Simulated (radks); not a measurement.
# The Coulomb parameter U of the 4d shell of Tc²⁺

Aim: U as the second difference [E(n + 0.5) + E(n − 0.5) − 2E(n)]/0.5², with all orbitals relaxed. Bare: the atom's charge changes with n. Screened: the 5p shell takes up the change. The start is a model configuration, not necessarily the ground state.

Program: radks (a radial shooting solver on a logarithmic mesh, Libxc functionals) version 1. Level of theory: scalar-relativistic Kohn-Sham, LDA (Slater exchange, Perdew-Wang correlation), spin-unpolarised, spherical densities, finite nucleus. These are calculated values, not measurements, unless marked.

**1. What is computed**

| Property | Result |
| --- | --- |
| element | technetium (Z = 43) |
| charge | +2 |
| electrons | 41 |
| configuration | [Kr] 4d3 5p2 |
| nuclear rms radius | 4.4112 fm |

The outer shells:

Tc²⁺
```
[Kr] core
4d [↑ ][↑ ][↑ ][  ][  ]
5p [↑ ][↑ ][  ]
```

**2. Start: [Kr] 4d3 5p2**

Settings of this run:

```text
Z 43
configuration [Kr] 4d3 5p2
relativity scalar-relativistic
functional lda,pw
spin unpolarised
nucleus finite rms 4.4112 fm
c 137.035999084
```

**3. Bare +0.5: [Kr] 4d3.5 5p2**

Changes since step 2:

```diff
@@ -1,3 +1,3 @@
 Z 43
-configuration [Kr] 4d3 5p2
+configuration [Kr] 4d3.5 5p2
 relativity scalar-relativistic
```

**4. Bare -0.5: [Kr] 4d2.5 5p2**

Changes since step 3:

```diff
@@ -1,3 +1,3 @@
 Z 43
-configuration [Kr] 4d3.5 5p2
+configuration [Kr] 4d2.5 5p2
 relativity scalar-relativistic
```

**5. Screened +0.5: [Kr] 4d3.5 5p1.5**

Changes since step 4:

```diff
@@ -1,3 +1,3 @@
 Z 43
-configuration [Kr] 4d2.5 5p2
+configuration [Kr] 4d3.5 5p1.5
 relativity scalar-relativistic
```

**6. Screened -0.5: [Kr] 4d2.5 5p2.5**

Settings of this run:

```text
Z 43
configuration [Kr] 4d2.5 5p2.5
relativity scalar-relativistic
functional lda,pw
spin unpolarised
nucleus finite rms 4.4112 fm
c 137.035999084
```

What does the calculation give?

As calculated:

```csv
quantity,value (eV)
"U, bare",12.613
"U, screened by 5p",2.771
"F0(4d,4d), frozen orbitals",16.527
```

In words: Relaxing the orbitals brings U down to 76 % of the Slater integral F0. Letting 5p compensate leaves 22 % of the bare value; this second difference measures U(4d,4d) + U(5p,5p) − 2U(4d,5p). A solid screens further than the bare atom, so the bare value is an upper guide for the U of a crystal.
